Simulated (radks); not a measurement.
**V²⁺ in [Ar] 3d3: an all-electron calculation**

The task here is to estimate one member of a computed series from the others.

Program: radks (a radial shooting solver on a logarithmic mesh, Libxc functionals) version 1. Level of theory: non-relativistic Kohn-Sham, r2SCAN, spin-polarised, spherical densities, point nucleus; open shells are filled with parallel spins first. These are calculated values, not measurements, unless marked.

### The system

| Quantity | Value |
| --- | --- |
| element | vanadium (Z = 23) |
| charge | +2 |
| electrons | 21 |
| configuration | [Ar] 3d3 |

Outer shells as boxes (Hund's rule):

V²⁺
```
[Ar] core
3d [↑ ][↑ ][↑ ][  ][  ]
```

The first run:

Input:

```text
Z 23
configuration [Ar] 3d3
relativity non-relativistic
functional r2scan,r2scan
spin polarised
nucleus point
```

Among the steps run: Self-consistent calculation.

One of the session's tables, all rows but one given; the rest of the session is left out.

It belongs to the step «Orbitals and density». Sizes of the orbitals, from the radial functions (bohr):

```
  level      <r>  outermost maximum (interpolated)  90 % within  nodes
1s down  0.06706                            0.0441        0.119      0
  1s up  0.06706                            0.0441        0.119      0
  2s up   0.3104                             0.258        0.481      1
2s down   0.3099                             0.258        0.480      1
  2p up   0.2751                             0.209        0.451      0
2p down   0.2745                             0.209        0.450      0
  3s up   0.9562                             0.826         1.43      2
3s down        ?                                 ?            ?      ?
  3p up    1.018                             0.849         1.56      1
3p down    1.021                             0.850         1.57      1
  3d up    1.289                             0.887         2.19      0
3d down    1.311                             0.893         2.24      0
```

**Question.** Estimate the row for 3s down.

The run gave: <r>: 0.9590; outermost maximum (interpolated): 0.827; 90 % within: 1.44; nodes: 2. In the column «<r>» it lies between 3s up (0.9562) and 3p up (1.018).

To keep in mind: Open shells are spherical and high-spin; term and fine-structure splittings are not resolved.
